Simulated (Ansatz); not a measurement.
# Ge2Sb2Te5 (P-3m1) in Ansatz: notebook

One crystal, Ge2Sb2Te5, is run at these levels: BLYP+D3(BJ), PBEsol, PBE; tasks: relaxation of cell and atoms, single point.

Everything below comes from runs of Ansatz 0.2.0. Logs are shortened: lines on timing, memory, paths and dates and some standing lists are left out, and cuts for length are marked.

### 1 Starting point

Symmetry: P-3m1, No. 164, trigonal system. The conventional cell has a = 4.294 Å, b = 4.294 Å, c = 17.101 Å, α = 90.00°, β = 90.00°, γ = 120.00°. Te (site symmetry 3m) has 3 Sb at 3.01 Å as nearest neighbours. Around Te (site symmetry 3m) lie 3 Ge at 3.00 Å and 3 Sb at 3.20 Å. Te (site symmetry -3m) is surrounded by 6 Ge at 3.04 Å. Sb (site symmetry 3m) is surrounded by 6 Te at 3.01 to 3.20 Å. Ge (site symmetry 3m) has 6 Te at 3.00 to 3.04 Å as nearest neighbours.

The cell comes from a database or a generator and needn't be the stable form of this composition.

### 2 Relaxation of cell and atoms, BLYP+D3(BJ)

Input file input.yaml:

```yaml
crystal:
  lattice:
    - [4.2940644248, 0.0, 0.0]
    - [-2.1470322124, 3.7187688774, 0.0]
    - [0.0, 0.0, 17.101346]
  atoms:
    - { symbol: Te, position: [0.6666666667, 0.3333333333, 0.419892] }
    - { symbol: Te, position: [0.3333333333, 0.6666666667, 0.580108] }
    - { symbol: Te, position: [0.3333333333, 0.6666666667, 0.201542] }
    - { symbol: Te, position: [0.6666666667, 0.3333333333, 0.798458] }
    - { symbol: Te, position: [0.0, 0.0, 0.0] }
    - { symbol: Sb, position: [0.0, 0.0, 0.320068] }
    - { symbol: Sb, position: [0.0, 0.0, 0.679932] }
    - { symbol: Ge, position: [0.6666666667, 0.3333333333, 0.102895] }
    - { symbol: Ge, position: [0.3333333333, 0.6666666667, 0.897105] }
hamiltonian:
  xc: blyp
  pseudopotentials: { kind: paw }
  dispersion: d3bj
kpoints:
  mp_grid: { grid: [7, 7, 2] }
scf:
  occupations: { method: fermi_dirac, width: 0.05 }
output:
  forces: true
  stress: true
  eigenvalues: true
relax:
  f_tol: 0.01
  max_steps: 40
  cell: { stress_tol: 0.05 }
```

Potentials or basis: Ansatz PAW.

Started as:

```sh
ansatz run input.yaml --threads 4 --pin off --max-ram 11264MiB --backend cpu --events-out ev --progress --plain --runs-dir out
```

Standard output:

```text
Warning: RAYON_NUM_THREADS=4 ignored (pool sized by the plan → 4); use --threads N
Engine: ansatz 0.2.0, aarch64-unknown-linux-gnu
Pseudopotentials: kind: paw
Pseudopotential: Te, paw, valence charge 16, recommended cutoff 420 eV (normal), Te.paw.azcp
Pseudopotential: Sb, paw, valence charge 15, recommended cutoff 420 eV (normal), Sb.paw.azcp
Pseudopotential: Ge, paw, valence charge 14, recommended cutoff 420 eV (normal), Ge.paw.azcp
Functional definition: BLYP
  parameter beta = 0.0042
  parameter a = 0.04918
  parameter b = 0.132
  parameter c = 0.2533
  parameter d = 0.349
  exchange = b88_x(beta = beta)
  correlation = lyp_c(a = a, b = b, c = c, d = d)
Crystal: 9 atoms, lattice volume = 273.085 Å³
Basis set: ecut = 420 eV, 5295 PW (Γ), exchange–correlation on 60×60×240 points (8 copies of the dense FFT grid, shifted against one another)
Bands: 83, of which v1, the nominal top of the filled ones, is band 69 counted from 1 (68 counted from 0)
Symmetry: 12 space group operations
Space group: P-3m1 (ITA 164), of the structure as read, at distance tolerance 6.5e-5 Å
k-points: 16 of 98
Non-local potential: Te, projectors of the file, l = 0: 2, l = 1: 2, l = 2: 2, l = 3: 2
Non-local potential: Sb, projectors of the file, l = 0: 2, l = 1: 2, l = 2: 2, l = 3: 2
Non-local potential: Ge, projectors of the file, l = 0: 2, l = 1: 2, l = 2: 3, l = 3: 1
PAW form: soft (Blöchl's): semilocal exchange-correlation on the pseudo side does not see the compensation charge
PAW frozen core: Te, regenerated for the run's functional, and the local potential with it (the file was generated under x = pbe(κ = 0.804, μ = 0.2195149727645171), c = pbe(β = 0.06672455060314922))
PAW frozen core: Sb, regenerated for the run's functional, and the local potential with it (the file was generated under x = pbe(κ = 0.804, μ = 0.2195149727645171), c = pbe(β = 0.06672455060314922))
PAW frozen core: Ge, regenerated for the run's functional, and the local potential with it (the file was generated under x = pbe(κ = 0.804, μ = 0.2195149727645171), c = pbe(β = 0.06672455060314922))
PAW one-centre angular grid: Te, 590 points (default); XC on 64 Gauss nodes
PAW one-centre angular grid: Sb, 590 points (default); XC on 64 Gauss nodes
PAW one-centre angular grid: Ge, 590 points (default); XC on 64 Gauss nodes
Initial density: superposition of atomic densities (neutral atoms: chi_scale 0, normalization atom), corrected by the library's trained network
Initial wavefunctions: pseudopotential atomic-orbital guess
Functional: x = b88, c = lyp
SCF iter   1: F=—  HF=-56608.057136 eV  |F-HF|=—  |Δ(HF+E_count)|=         —  Δρ=6.37e-3  dr2=2.44e-1  ethr=1.77e-3  ⟨swp⟩=6.9  Hψ=5081  notcnv=0  defer=7
preconditioner: auto → Resta (q_TF=auto, 2.435 Å⁻¹)  ε∞=4.5  [insulator: Δε(μ)=0.309 eV  Ē_g=8.271 eV  σ=0.050 eV  W_gap=0.90  n_scr=66 (ndim 8)  ℏωp=15.6 eV  f_vac=0.012  D(μ)=0.06/eV (n_scr^D=0)  ε∞_Penn≈4.5]
SCF iter   2: F=—  HF=-56608.023077 eV  |F-HF|=—  |Δ(HF+E_count)|=   3.41e-2  Δρ=3.82e-3  dr2=2.16e-1  ethr=1.77e-4  ⟨swp⟩=2.8  Hψ=1814  notcnv=0  defer=75
SCF iter   3: F=—  HF=-56608.017014 eV  |F-HF|=—  |Δ(HF+E_count)|=   6.06e-3  Δρ=2.63e-3  dr2=2.29e-1  ethr=1.56e-4  ⟨swp⟩=2.6  Hψ=1557  notcnv=0  defer=75
SCF iter   4: F=—  HF=-56608.001137 eV  |F-HF|=—  |Δ(HF+E_count)|=   1.59e-2  Δρ=6.26e-4  dr2=2.90e-3  ethr=1.56e-4  ⟨swp⟩=1.8  Hψ=1464  notcnv=0  defer=75
SCF iter   5: F=—  HF=-56608.000907 eV  |F-HF|=—  |Δ(HF+E_count)|=   2.30e-4  Δρ=3.06e-4  dr2=2.71e-4  ethr=2.10e-6  ⟨swp⟩=2.0  Hψ=1760  notcnv=0  defer=75
SCF iter   6: F=—  HF=-56608.001029 eV  |F-HF|=—  |Δ(HF+E_count)|=   1.23e-4  Δρ=9.10e-5  dr2=2.57e-5  ethr=1.96e-7  ⟨swp⟩=2.0  Hψ=1565  notcnv=0  defer=75
SCF iter   7: F=—  HF=-56608.000932 eV  |F-HF|=—  |Δ(HF+E_count)|=   9.75e-5  Δρ=2.94e-5  dr2=2.99e-6  ethr=1.86e-8  ⟨swp⟩=2.0  Hψ=1797  notcnv=0  defer=75
SCF iter   8: F=—  HF=-56608.000934 eV  |F-HF|=—  |Δ(HF+E_count)|=   2.23e-6  Δρ=9.71e-6  dr2=2.60e-7  ethr=2.17e-9  ⟨swp⟩=2.0  Hψ=1804  notcnv=0  defer=75
[... 104 lines left out ...]
SCF 8 converged in 7 iterations: F = -56608.139317 eV  dr2 = 3.78e-11
relax step   8: F+E_penalty+E_count = -56608.13931732 eV  Δ(F+E_penalty+E_count) = -7.993e-4 eV  max|allowed force component| = 7.904e-3 eV/Å  Δτ_max = 0.0000 Å  P = +0.001 GPa  Ω = 277.254 Å³  stress off target by 5.68e-3 GPa  SCF on the basis re-selected at this cell (its energy is not comparable with the rows above)  (7 SCF iters)
basis re-selected at this cell: Δ(F+E_penalty+E_count) = -7.993e-4 eV, ΔP = -0.001 GPa vs the last step (what re-selecting the basis moved, of the pressure what is left beyond the Pulay correction that the steps carried, after the strain that the cell walked since its last selection, with what the two solves' SCF thresholds leave and, on support functions, any second-order correction that the steps lacked; it is no measure of the basis error at this ecutwfc). This SCF's stress stands 5.68e-3 GPa from its target on what of the cell is left free (relax.cell.stress_tol is 5.00e-2 GPa) and its largest allowed force component is 7.90e-3 eV/Å (relax.f_tol is 1.00e-2 eV/Å): within both
dispersion: the relaxed geometry stands within reach of a switch of an atom's C6, across which e_disp changes (each atom's share, over what another start of this relaxation can change, counted as every distance, since the cell relaxes too: site 7 (Ge), some 0.07 eV, crossed with farther neighbours; site 7 (Ge), some 0.07 eV, crossed with nearer neighbours; site 8 (Ge), some 0.07 eV, crossed with farther neighbours; site 8 (Ge), some 0.07 eV, crossed with nearer neighbours; some 0.14 eV in sum): a start on the other side of the switch can end at another minimum, lower or higher, and the walk did not compare the two: the deck asks for no search across the switch (relax.adjacent_minimum is not search) (hamiltonian.dispersion, Limitations)
SCF converged after 7 iterations
Free energy (F): -56608.139317 eV
Harris-Foulkes:  -56608.139317 eV  (|F-HF|=1.60e-10)
Internal energy: -56608.138411 eV  (E = F + TS)
E sigma→0 (E₀):  -56608.138864 eV
Entropy (-TS):   -0.000906 eV (-0.101 meV/atom)
Fermi energy:    9.475083 eV
--- Per-component energies (eV) ---
  E_band       = -1904.806459
  E_kinetic    = 1540.899873
  E_local      = -14329.373157  (includes V_loc(G=0)·N_el)
  E_nonlocal   = -28.333163
  E_hartree    = 7599.148451
  E_xc         = -1034.540125
  E_vxc        = -819.300873  (∫ρ·V_xc dr)
  E_paw        = -36640.838394  (= ΣΔE_a)
  E_vpaw       = -3466.995277  (= ΣTr[D̂ρ^β])
  E_aug_tail   = -0.000522  (compensation charges beyond the density's cutoff)
  E_ewald      = -13706.208493
  E_disp       = -8.833601  (pairwise vdW)
  E_core_change = -0.059280  (= ΣΔE_core)
  E_smearing   = -0.000906  (= −TS)
  E_closure    = 0.000000  (closes the sum)
  Σ components = -56608.139317   (vs F -56608.139317, Δ=0.00e0)
--- Forces (eV/Å), atoms counted from 1 ---
  atom   1  Te    -0.00000000     0.00000000     0.00198825
  atom   2  Te     0.00000000    -0.00000000    -0.00198825
  atom   3  Te     0.00000000     0.00000000     0.00567628
  atom   4  Te    -0.00000000    -0.00000000    -0.00567628
  atom   5  Te    -0.00000000     0.00000000     0.00000000
  atom   6  Sb     0.00000000    -0.00000000    -0.00103193
  atom   7  Sb     0.00000000     0.00000000     0.00103193
  atom   8  Ge     0.00000000    -0.00000000    -0.00790445
  atom   9  Ge    -0.00000000     0.00000000     0.00790445
  max |Σ_I F_I| component: 2.31e-18 eV/Å
--- Stress (GPa, compression-positive) ---
       -0.000851       0.000000       0.000000
        0.000000      -0.000851       0.000000
        0.000000       0.000000       0.005679
  P = ⅓ Tr σ = 0.0013 GPa (0.013 kbar)
--- Band table (eV; the first three rows and the last of 16) ---
  k-point 0: bands = ["-27.6171", "-27.6171", "-27.6139", "-27.6139", "-27.6074", "-27.6074", "-27.6040", "-27.6032", "-27.6032", "-27.6017", "-27.3436", "-27.3436", "-27.3410", "-27.3410", "-27.3410", "-27.3410", "-27.3246", "-27.3246", "-27.3246", "-27.3246", "-27.2347", "-27.2344", "-27.2344", "-27.2272", "-27.2272", "-20.2987", "-20.2987", "-20.2987", "-20.2987", "-20.2934", "-20.2934", "-20.2933", "-20.2933", "-20.2933", "-20.2933", "-15.7548", "-15.7548", "-15.7542", "-15.7542", "-15.7495", "-15.7495", "-15.7491", "-15.7489", "-15.7489", "-15.7489", "-3.7530", "-3.4269", "-2.9748", "-2.2161", "-2.0579", "0.7266", "0.7618", "2.3056", "3.1482", "6.7324", "7.1751", "7.1751", "7.3543", "7.3543", "7.4370", "7.8518", "7.8518", "7.8653", "7.8653", "8.1403", "8.1828", "8.1828", "8.4972", "9.3600", "9.6437", "9.6437", "9.6867", "10.3320", "10.3320", "10.3803", "10.8322", "10.8322", "11.0521", "11.9980", "11.9980", "12.0807", "14.4010", "14.5390"]
  k-point 1: bands = ["-27.6171", "-27.6171", "-27.6139", "-27.6139", "-27.6074", "-27.6074", "-27.6040", "-27.6032", "-27.6032", "-27.6017", "-27.3436", "-27.3436", "-27.3410", "-27.3410", "-27.3410", "-27.3410", "-27.3246", "-27.3246", "-27.3246", "-27.3246", "-27.2347", "-27.2344", "-27.2344", "-27.2272", "-27.2272", "-20.2987", "-20.2987", "-20.2986", "-20.2986", "-20.2934", "-20.2934", "-20.2933", "-20.2933", "-20.2933", "-20.2933", "-15.7548", "-15.7548", "-15.7542", "-15.7542", "-15.7495", "-15.7495", "-15.7491", "-15.7489", "-15.7489", "-15.7489", "-3.7357", "-3.4889", "-2.7779", "-2.5618", "-1.8317", "0.3290", "1.3596", "1.9488", "3.2886", "6.6332", "7.1760", "7.1760", "7.3526", "7.3526", "7.7380", "7.7856", "7.7856", "7.8278", "8.0121", "8.0121", "8.0886", "8.0886", "8.6452", "9.1946", "9.9121", "9.9121", "9.9189", "9.9189", "10.0312", "10.0776", "11.0782", "11.0782", "11.1439", "11.8966", "11.8966", "12.0625", "14.3730", "14.6959"]
  k-point 2: bands = ["-27.6169", "-27.6169", "-27.6139", "-27.6135", "-27.6077", "-27.6076", "-27.6038", "-27.6037", "-27.6031", "-27.6013", "-27.3434", "-27.3434", "-27.3411", "-27.3411", "-27.3410", "-27.3410", "-27.3246", "-27.3246", "-27.3244", "-27.3244", "-27.2346", "-27.2345", "-27.2344", "-27.2272", "-27.2270", "-20.2990", "-20.2990", "-20.2980", "-20.2980", "-20.2937", "-20.2937", "-20.2933", "-20.2933", "-20.2930", "-20.2930", "-15.7552", "-15.7547", "-15.7544", "-15.7540", "-15.7496", "-15.7494", "-15.7492", "-15.7489", "-15.7488", "-15.7487", "-3.5810", "-3.2586", "-2.8224", "-2.1041", "-1.9559", "0.7215", "0.7686", "2.0201", "2.7990", "5.8794", "6.3296", "6.5371", "6.7339", "6.9127", "6.9423", "7.0669", "7.5538", "7.7578", "7.7720", "8.0746", "8.2747", "8.3364", "8.5101", "9.1088", "9.8985", "9.9451", "10.3775", "10.4568", "10.6379", "10.7117", "11.3339", "11.3499", "11.7565", "12.1463", "12.2659", "12.5934", "13.8421", "14.3483"]
  k-point 15: bands = ["-27.6165", "-27.6145", "-27.6136", "-27.6119", "-27.6097", "-27.6075", "-27.6064", "-27.6023", "-27.6016", "-27.6011", "-27.3428", "-27.3428", "-27.3414", "-27.3414", "-27.3412", "-27.3412", "-27.3240", "-27.3240", "-27.3236", "-27.3236", "-27.2348", "-27.2347", "-27.2339", "-27.2267", "-27.2263", "-20.2994", "-20.2994", "-20.2974", "-20.2974", "-20.2941", "-20.2941", "-20.2934", "-20.2934", "-20.2912", "-20.2912", "-15.7558", "-15.7553", "-15.7547", "-15.7542", "-15.7493", "-15.7493", "-15.7488", "-15.7486", "-15.7479", "-15.7477", "-2.0610", "-1.8845", "-1.6679", "-1.6529", "-1.4483", "-0.2920", "-0.2702", "1.0217", "1.0766", "4.5036", "4.5151", "4.9316", "4.9324", "5.0679", "5.6389", "5.8527", "6.0456", "6.2226", "6.9621", "7.1525", "7.9293", "8.0257", "8.2967", "8.4874", "10.2592", "10.4101", "10.8548", "11.0071", "11.7491", "11.8458", "12.7350", "12.8282", "12.9117", "13.5471", "14.1994", "14.2587", "14.4331", "14.6338"]
--- Relaxed structure (7 steps of the walk, 5 accepted, 1 SCFs on fresh bases) ---
  F+E_penalty+E_count = -56608.13931732 eV   max|allowed force component| = 7.904e-3 eV/Å   (the final SCF, on the basis selected at the relaxed cell)
  cell:  # Å, volume = 277.2544 Å³
    - [4.330798994984551, -5.438741414079604e-33, 6.798426767599506e-34]
    - [-2.1653994974922757, 3.750581948340737, 2.733184700821372e-32]
    - [8.122531725631718e-33, 1.2996050761010749e-31, 17.069145097815895]
  atoms:
    - { symbol: Te, position: [0.6666666666666666, 0.3333333333333333, 0.4244782538289408] }
    - { symbol: Te, position: [0.3333333333333333, 0.6666666666666666, 0.575521746171059] }
    - { symbol: Te, position: [0.3333333333333333, 0.6666666666666666, 0.2102972255208104] }
    - { symbol: Te, position: [0.6666666666666666, 0.3333333333333333, 0.7897027744791897] }
    - { symbol: Te, position: [-6.508325689174716e-34, -3.8362555476277496e-35, 2.2259968861542595e-19] }
    - { symbol: Sb, position: [1.1971400673595173e-33, 2.2662679647610927e-33, 0.32557163931518385] }
    - { symbol: Sb, position: [-9.367181108386642e-34, -2.3602562256779712e-33, 0.6744283606848162] }
    - { symbol: Ge, position: [0.6666666666666666, 0.3333333333333333, 0.10586796710693613] }
    - { symbol: Ge, position: [0.3333333333333333, 0.6666666666666666, 0.8941320328930639] }
```

Run time: 50 s. Hardware: 4 threads of Arm Neoverse V2, shared host; peak memory 1 GiB.

Results:

```yaml
Free_energy: -56608.1393 eV
Relaxed_volume: 30.81 Å³/atom
Relaxed_cell: a = 4.331 Å, b = 4.331 Å, c = 17.069 Å, α = 90.00°, β = 90.00°, γ = 120.00°
Space_group_after_relaxing_to_0.05_Å: P-3m1 (No. 164)
Energy_gained_by_relaxing: 15.4 meV/atom
Ionic_steps: 6
Pressure_after_relaxing: 0.0 GPa
Largest_force_after_relaxing: 0.008 eV/Å
Band_gap_on_the_k_mesh: 0.28 eV, direct
```

Forces on the atoms (eV/Å):
```
Te   0.000  0.000  0.002
Te   0.000  0.000 -0.002
Te   0.000  0.000  0.006
Te   0.000  0.000 -0.006
Te   0.000  0.000  0.000
Sb   0.000  0.000 -0.001
Sb   0.000  0.000  0.001
Ge   0.000  0.000 -0.008
Ge   0.000  0.000  0.008
```

Step by step:
```
step  energy change (eV)  largest force (eV/Å)  volume (Å³)
   1              0.0000                0.2588       273.09
   2             -0.1191                0.2114       274.58
   3             -0.1349                0.0799       278.60
   4             -0.1375                0.0103       277.33
   5             -0.1376                0.0079       277.25
   6             -0.1384                0.0079       277.25
```

Final structure:
```
Te Sb Ge
1.0
     4.33080    0.00000    0.00000
    -2.16540    3.75058    0.00000
     0.00000    0.00000   17.06915
Te Sb Ge
5 2 2
Direct
  0.66667 0.33333 0.42448
  0.33333 0.66667 0.57552
  0.33333 0.66667 0.21030
  0.66667 0.33333 0.78970
  0.00000 0.00000 0.00000
  0.00000 0.00000 0.32557
  0.00000 0.00000 0.67443
  0.66667 0.33333 0.10587
  0.33333 0.66667 0.89413
```

Caveat: odd divisions of the mesh miss points on the zone boundary, where band edges often lie, so the gap on the mesh can be too wide; the plane-wave basis is chosen anew once the cell has moved, so the energies of steps on either side of that aren't comparable; spin-orbit coupling is left out, which moves the levels of the heavy elements; the PAW data sets come from PBE, with cores solved anew for the run's functional, which leaves a small shift of forces and pressure. A k mesh can miss the band edges.

### 3 Relaxation of cell and atoms, PBEsol

input.yaml: that of step 2 with these lines changed.

```diff
@@ -16,5 +16,4 @@
 hamiltonian:
-  xc: blyp
+  xc: pbesol
   pseudopotentials: { kind: paw }
-  dispersion: d3bj
 kpoints:
```

Potentials or basis: Ansatz PAW.

Started as:

```sh
ansatz run input.yaml --threads 4 --pin off --max-ram 11264MiB --backend cpu --events-out ev --progress --plain --runs-dir out
```

Run time: 32 s. Hardware: 4 threads of Arm Neoverse V2, shared host; peak memory 1 GiB.

Results (log left out):

```
Free energy                            : -55831.7157 eV
Relaxed volume                         : 29.00 Å³/atom
Relaxed cell                           : a = 4.225 Å, b = 4.225 Å, c = 16.879 Å, α = 90.00°, β = 90.00°, γ = 120.00°
Space group after relaxing (to 0.05 Å) : P-3m1 (No. 164)
Energy gained by relaxing              : 11.3 meV/atom
Ionic steps                            : 5
Pressure after relaxing                : 0.0 GPa
Band gap on the k mesh                 : 0.16 eV, direct
```

Forces in eV/Å, atoms in the order of the input:
```
Te   0.000  0.000  0.002
Te   0.000  0.000 -0.002
Te   0.000  0.000  0.001
Te   0.000  0.000 -0.001
Te   0.000  0.000  0.000
Sb   0.000  0.000 -0.001
Sb   0.000  0.000  0.001
Ge   0.000  0.000  0.002
Ge   0.000  0.000 -0.002
```

The path:
```csv
step,energy change (eV),largest force (eV/Å),volume (Å³)
1,0.0000,0.1316,273.09
2,-0.0497,0.1349,253.18
3,-0.1033,0.0134,261.46
4,-0.1038,0.0020,260.97
5,-0.1016,0.0021,260.97
```

Final structure:
```
Te Sb Ge
1.0
     4.22526    0.00000    0.00000
    -2.11263    3.65918    0.00000
     0.00000    0.00000   16.87897
Te Sb Ge
5 2 2
Direct
  0.66667 0.33333 0.41856
  0.33333 0.66667 0.58144
  0.33333 0.66667 0.19817
  0.66667 0.33333 0.80183
  0.00000 0.00000 0.00000
  0.00000 0.00000 0.31679
  0.00000 0.00000 0.68321
  0.66667 0.33333 0.10025
  0.33333 0.66667 0.89975
```

Levels at points of the mesh, in eV from the valence-band top:
```csv
k point,band 65,band 66,band 67,band 68,band 69,band 70,band 71,band 72,band 73,band 74
"(0.00, 0.00, 0.00)",-1.40,-1.40,-1.12,-0.84,0.00,0.16,0.16,0.23,0.87,0.87
"(0.00, 0.00, -0.50)",-1.53,-1.53,-1.41,-0.70,-0.17,0.37,0.37,0.52,0.53,0.53
```

Caveat: odd divisions of the mesh miss points on the zone boundary, where band edges often lie, so the gap on the mesh can be too wide; the plane-wave basis is chosen anew once the cell has moved, so the energies of steps on either side of that aren't comparable; spin-orbit coupling is left out, which moves the levels of the heavy elements; the PAW data sets come from PBE, with cores solved anew for the run's functional, which leaves a small shift of forces and pressure.

(Part 1 of 2 ends here.)
